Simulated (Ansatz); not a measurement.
# C2H2Br2: basis-set convergence

The task here is to estimate one member of a computed series from the others.

The runs use Ansatz 0.2.0, Gaussian basis; one geometry, several basis sets.

Plan: PBE0-D4/def2-SVP; ωB97M-V/def2-SVP; PBE0-D4/def2-QZVPP; ωB97M-V/def2-QZVPP; the functionals' def2-TZVPP values are taken from earlier runs.

## The geometry

An earlier PBE0-D4 in a triple-zeta def2 set relaxation fixed the geometry.

6 atoms, charge 0, spin multiplicity 1.

Atoms are counted from 1 here; the program's logs count them from 0.

Bond lengths: Br1–C2 1.864 Å, C2–C3 1.322 Å, C2–H5 1.082 Å, C3–Br4 1.864 Å, C3–H6 1.082 Å. Angles: Br1–C2–C3 125.6°, Br1–C2–H5 113.9°, C3–C2–H5 120.5°, C2–C3–Br4 125.6°, C2–C3–H6 120.5°, Br4–C3–H6 113.9°.

The first run:

in.yaml

```yaml
crystal:
  periodic: [false, false, false]
  atoms:
    - {symbol: Br, position_ang: [0.526363, -2.116130, -0.196110]}
    - {symbol: C, position_ang: [0.627088, -0.274894, 0.077452]}
    - {symbol: C, position_ang: [-0.387451, 0.569764, 0.007520]}
    - {symbol: Br, position_ang: [-2.153013, 0.114572, -0.380720]}
    - {symbol: H, position_ang: [1.622514, 0.079874, 0.310054]}
    - {symbol: H, position_ang: [-0.235501, 1.626823, 0.181805]}
basis:
  gaussian: {orbitals: def2-SVP}
hamiltonian: {xc: pbe0, dispersion: d4}
output: {orbitals: {seedname: orbitals}}
```

Command:

```
$ ansatz run in.yaml --threads 2 --pin off --events-out ev --progress --plain --max-ram 22528MiB --backend cpu
```

Among the steps run: PBE0-D4 in def2-SVP; ωB97M-V in def2-SVP; PBE0-D4 in def2-QZVPP; ωB97M-V in def2-QZVPP.

One of the session's tables, all rows but one given; the rest of the session is left out.

It belongs to the step «Functionals by basis». 

```
functional       basis  HOMO (eV)
   PBE0-D4    def2-SVP      -7.18
   PBE0-D4  def2-TZVPP      -7.28
   PBE0-D4  def2-QZVPP      -7.30
   ωB97M-V    def2-SVP      -9.28
   ωB97M-V  def2-TZVPP      -9.40
   ωB97M-V  def2-QZVPP          ?
```

Q: Estimate the row for ωB97M-V, def2-QZVPP from the others.

The run gave: HOMO (eV): -9.42. In the column «HOMO (eV)» it is the lowest.
